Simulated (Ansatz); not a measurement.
# C₂H₇FSSi: one species, many methods

An exercise on one series of results from a longer session: the logs are not shown, and one member is left open.

The runs use Ansatz 0.2.0, Gaussian basis; functionals in def2-TZVPP, the program's frozen cores in correlated methods.

Levels to be run: PBE-D4, r2SCAN-D4, PBE0-D4, B3LYP-D4, ωB97X-V, ωB97M-V, B2PLYP; CCSD(T)/def2-TZVPP; MP2/def2-QZVPP; extrapolation to the limit.

### Structure used throughout

An earlier PBE0-D4 in a triple-zeta def2 set relaxation fixed the geometry.

SMILES `C[SiH2]SCF`, 12 atoms, charge 0, spin multiplicity 1.

Atoms are counted from 1 here; the program's logs count them from 0.

Bond lengths: C1–Si2 1.862 Å, C1–H6 1.093 Å, C1–H7 1.092 Å, C1–H8 1.092 Å, Si2–S3 2.147 Å, Si2–H9 1.485 Å, Si2–H10 1.490 Å, S3–C4 1.799 Å, C4–F5 1.378 Å, C4–H11 1.092 Å, C4–H12 1.091 Å. Angles: Si2–C1–H6 110.5°, Si2–C1–H7 110.3°, Si2–C1–H8 110.5°, H6–C1–H7 108.7°, H6–C1–H8 108.6°, H7–C1–H8 108.2°, C1–Si2–S3 113.0°, C1–Si2–H9 111.5°, C1–Si2–H10 110.5°, S3–Si2–H9 104.4°, S3–Si2–H10 107.3°, H9–Si2–H10 109.8°, Si2–S3–C4 99.4°, S3–C4–F5 112.8°, S3–C4–H11 110.6°, S3–C4–H12 106.8°, F5–C4–H11 107.9°, F5–C4–H12 108.3° and more.

Geometry (Å):

```
atom    x (Å)    y (Å)    z (Å)
  C1  -0.6379   1.6866   0.1085
 Si2   0.6087   0.5395   0.8808
  S3   1.5242  -0.7846  -0.5395
  C4   0.1478  -1.9073  -0.8254
  F5  -0.8544  -1.3404  -1.5818
  H6  -1.0743   2.3443   0.8652
  H7  -1.4395   1.1139  -0.3618
  H8  -0.1654   2.3039  -0.6582
  H9   1.7462   1.2895   1.4726
 H10  -0.0364  -0.3063   1.9235
 H11  -0.2885  -2.2305   0.1219
 H12   0.5465  -2.7638  -1.3718
```

Set-up of the first run:

Contents of in.yaml:

```yaml
crystal:
  periodic: [false, false, false]
  atoms:
    - {symbol: C, position_ang: [-0.637937, 1.686633, 0.108526]}
    - {symbol: Si, position_ang: [0.608729, 0.539528, 0.880805]}
    - {symbol: S, position_ang: [1.524162, -0.784580, -0.539452]}
    - {symbol: C, position_ang: [0.147781, -1.907284, -0.825358]}
    - {symbol: F, position_ang: [-0.854414, -1.340400, -1.581783]}
    - {symbol: H, position_ang: [-1.074297, 2.344294, 0.865222]}
    - {symbol: H, position_ang: [-1.439508, 1.113893, -0.361836]}
    - {symbol: H, position_ang: [-0.165361, 2.303930, -0.658241]}
    - {symbol: H, position_ang: [1.746242, 1.289522, 1.472554]}
    - {symbol: H, position_ang: [-0.036364, -0.306335, 1.923459]}
    - {symbol: H, position_ang: [-0.288548, -2.230515, 0.121899]}
    - {symbol: H, position_ang: [0.546515, -2.763788, -1.371796]}
basis:
  gaussian: {orbitals: def2-TZVPP}
hamiltonian: {xc: pbe, dispersion: d4}
output: {forces: true, orbitals: {seedname: orbitals}}
```

Started as:

```console
ansatz run in.yaml --threads 4 --pin off --events-out ev --progress --plain --max-ram 10444MiB
```

Among the steps run: PBE-D4 (GGA); r2SCAN-D4 (meta-GGA); PBE0-D4 (hybrid); B3LYP-D4 (hybrid); ωB97X-V (range-separated); ωB97M-V (range-separated); B2PLYP (double hybrid); CCSD(T) in def2-TZVPP; MP2 in def2-QZVPP.

One of the session's tables, all rows but one given; the rest of the session is left out.

| method | atomisation energy (kcal/mol) |
| --- | --- |
| PBE-D4 | 1025.9 |
| r2SCAN-D4 | 1014.3 |
| PBE0-D4 | 1011.6 |
| B3LYP-D4 | 1009.2 |
| ωB97X-V | ? |
| ωB97M-V | 1015.2 |
| B2PLYP | 997.5 |
| HF/def2-TZVPP | 746.2 |
| MP2/def2-TZVPP | 996.0 |
| CCSD/def2-TZVPP | 971.0 |
| CCSD(T)/def2-TZVPP | 984.8 |
| MP2/CBS | 1022.5 |
| CCSD(T)/CBS | 1011.3 |

Estimate the missing values for ωB97X-V.

**Answer.** atomisation energy (kcal/mol): 1016.2. In the column «atomisation energy (kcal/mol)» it lies between ωB97M-V (1015.2) and MP2/CBS (1022.5).
